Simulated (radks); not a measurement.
**Tc⁺ in [Kr] 4d5 5s1: an all-electron calculation**

An exercise on one series of results from a longer session: the logs are not shown, and one member is left open.

Method: Dirac Kohn-Sham, XLYP, spin-unpolarised, spherical densities, finite nucleus; open shells fill j = l - 1/2 first. Code: radks (a radial shooting solver on a logarithmic mesh, Libxc functionals) version 1.

## The atom as given

| Item | Value |
| --- | --- |
| element | technetium (Z = 43) |
| charge | +1 |
| electrons | 42 |
| configuration | [Kr] 4d5 5s1 |
| nuclear rms radius | 4.4112 fm |

Set-up of the first run:

Input:

```text
Z 43
configuration [Kr] 4d5 5s1
relativity Dirac
functional xlyp
spin unpolarised
j_filling energy
nucleus finite rms 4.4112 fm
c 137.035999084
```

Among the steps run: Self-consistent calculation.

One table of the session follows, with a row left open; its other results are not shown here.

It belongs to the step «Shells». From the orbitals of this run (lengths in bohr):

| level | <r> | outermost maximum (interpolated) | 90 % within | nodes |
| --- | --- | --- | --- | --- |
| 1s1/2 | 0.03428 | 0.0223 | 0.0614 | 0 |
| 2s1/2 | 0.1492 | 0.126 | 0.231 | 1 |
| 2p1/2 | 0.1271 | 0.0981 | 0.208 | 0 |
| 2p3/2 | 0.1317 | 0.102 | 0.214 | 0 |
| 3s1/2 | 0.4153 | 0.372 | 0.614 | 2 |
| 3p1/2 | ? | ? | ? | ? |
| 3p3/2 | 0.4197 | 0.369 | 0.634 | 1 |
| 3d3/2 | 0.3971 | 0.310 | 0.634 | 0 |
| 3d5/2 | 0.4005 | 0.312 | 0.639 | 0 |
| 4s1/2 | 1.057 | 0.949 | 1.54 | 3 |
| 4p1/2 | 1.152 | 1.01 | 1.71 | 2 |
| 4p3/2 | 1.182 | 1.03 | 1.75 | 2 |
| 4d3/2 | 1.669 | 1.26 | 2.67 | 1 |
| 4d5/2 | 1.688 | 1.27 | 2.71 | 1 |
| 5s1/2 | 3.050 | 2.62 | 4.49 | 4 |

**Question.** Estimate the row for 3p1/2.

As computed: <r>: 0.4091; outermost maximum (interpolated): 0.359; 90 % within: 0.619; nodes: 1. In the column «<r>» it lies between 3d5/2 (0.4005) and 3s1/2 (0.4153).

To keep in mind: Spin polarisation and multiplet splitting are left out.
